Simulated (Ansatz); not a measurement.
# CH₃BSe: functionals against CCSD(T) at one geometry

The task here is to estimate one member of a computed series from the others.

The runs use Ansatz 0.2.0, Gaussian basis; single points in def2-TZVPP.

Cores are frozen in the correlated methods. Filled d shells of the heavier atoms are correlated.

### Where the work starts

SMILES `B1C[Se]1`, 6 atoms, charge 0, spin multiplicity 1.

Atoms are counted from 1 here; the program's logs count them from 0.

Bond lengths: B1–C2 1.478 Å, B1–Se3 1.847 Å, B1–H4 1.113 Å, C2–Se3 1.979 Å, C2–H5 1.332 Å, C2–H6 1.188 Å. Angles: C2–B1–Se3 72.1°, C2–B1–H4 137.9°, Se3–B1–H4 148.5°, B1–C2–Se3 62.6°, B1–C2–H5 122.8°, B1–C2–H6 134.8°, Se3–C2–H5 108.6°, Se3–C2–H6 105.2°, H5–C2–H6 102.3°, B1–Se3–C2 45.3°.

Coordinates:

```
B    -0.57440   -0.71460   -0.36410
C     0.08090    0.49700    0.17100
Se    0.98620   -1.23700    0.47380
H    -1.56200   -0.99780   -0.79340
H     0.87860    1.27090   -0.56320
H     0.09570    1.04530    1.22510
```

The first run:

File run/in.yaml:

```yaml
crystal:
  periodic: [false, false, false]
  atoms:
    - {symbol: B, position_ang: [-0.574400, -0.714600, -0.364100]}
    - {symbol: C, position_ang: [0.080900, 0.497000, 0.171000]}
    - {symbol: Se, position_ang: [0.986200, -1.237000, 0.473800]}
    - {symbol: H, position_ang: [-1.562000, -0.997800, -0.793400]}
    - {symbol: H, position_ang: [0.878600, 1.270900, -0.563200]}
    - {symbol: H, position_ang: [0.095700, 1.045300, 1.225100]}
basis:
  gaussian: {orbitals: def2-TZVPP}
correlation: {method: ccsd_t}
output: {forces: true}
```

The command line of these runs was not kept.

Among the steps run: CCSD(T)/def2-TZVPP; PBE0-D4/def2-TZVPP; wB97M-V/def2-TZVPP; r2SCAN-D4/def2-TZVPP; PBE-D4/def2-TZVPP; SPW92/def2-TZVPP; r2SCAN0-D4/def2-TZVPP.

One of the session's tables, all rows but one given; the rest of the session is left out.

| method | RMS force component (eV/Å) | angle to CCSD(T) forces (°) | dipole (D) |
| --- | --- | --- | --- |
| CCSD(T) | 2.194 | reference | 0.75 |
| PBE0-D4 | 2.114 | 4.5 | 0.84 |
| wB97M-V | ? | ? | ? |
| r2SCAN-D4 | 2.085 | 3.7 | 0.85 |
| PBE-D4 | 2.026 | 4.1 | 0.74 |
| SPW92 | 1.933 | 9.4 | 0.83 |
| r2SCAN0-D4 | 2.152 | 5.4 | 0.92 |

**Question.** Estimate the row for wB97M-V.

As computed: RMS force component (eV/Å): 2.143; angle to CCSD(T) forces (°): 4.0; dipole (D): 0.83. In the column «RMS force component (eV/Å)» it lies between PBE0-D4 (2.114) and r2SCAN0-D4 (2.152).
